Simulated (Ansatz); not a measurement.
# Rb3Sr: the cost of one run

Program: Ansatz 0.2.0. Level of theory: DFT PBE, scalar-relativistic, plane waves, PAW. These are calculated values, not measurements.

## Step 1: The structure to begin with

It takes space group Pm-3m (No. 221, cubic). The conventional cell has a = 6.829 Å, b = 6.829 Å, c = 6.829 Å, α = 90.00°, β = 90.00°, γ = 90.00°.

Structure file:

```
Rb Sr
1.0
     6.82864    0.00000    0.00000
     0.00000    6.82864    0.00000
     0.00000    0.00000    6.82864
Rb Sr
3 1
Direct
  0.50000 0.00000 0.00000
  0.00000 0.50000 0.00000
  0.00000 0.00000 0.50000
  0.50000 0.50000 0.50000
```

The structure comes from the Materials Project (structure only).

## Step 2: A change within the space group

What differs from the listed cell: strain xx, yy, zz, yz, xz, xy = +4.8, +4.8, +4.8, +0.0, +0.0, +0.0 %.

input.yaml reads:

```yaml
crystal:
  lattice:
    - [7.1596903702, 0.0, 0.0]
    - [0.0, 7.1596903702, 0.0]
    - [0.0, 0.0, 7.1596903702]
  atoms:
    - { symbol: Rb, position: [0.5, 0.0, 0.0] }
    - { symbol: Rb, position: [0.0, 0.5, 0.0] }
    - { symbol: Rb, position: [0.0, 0.0, 0.5] }
    - { symbol: Sr, position: [0.5, 0.5, 0.5] }
basis:
  ecutwfc: 420
kpoints:
  mp_grid: { grid: [6, 6, 6] }
hamiltonian:
  xc: pbe
scf:
  occupations: { method: gaussian, width: 0.1 }
output:
  forces: true
  stress: true
  eigenvalues: true
```

The run is started by

```
$ ansatz run input.yaml --threads 1 --pin off --max-ram 1331MiB --backend cpu --events-out ev --progress --plain --runs-dir out
```

Q: Estimate wall time and peak memory on 1 thread of an Arm CPU, shared host.

About 7.2 s, with a peak of 0.49 GiB.
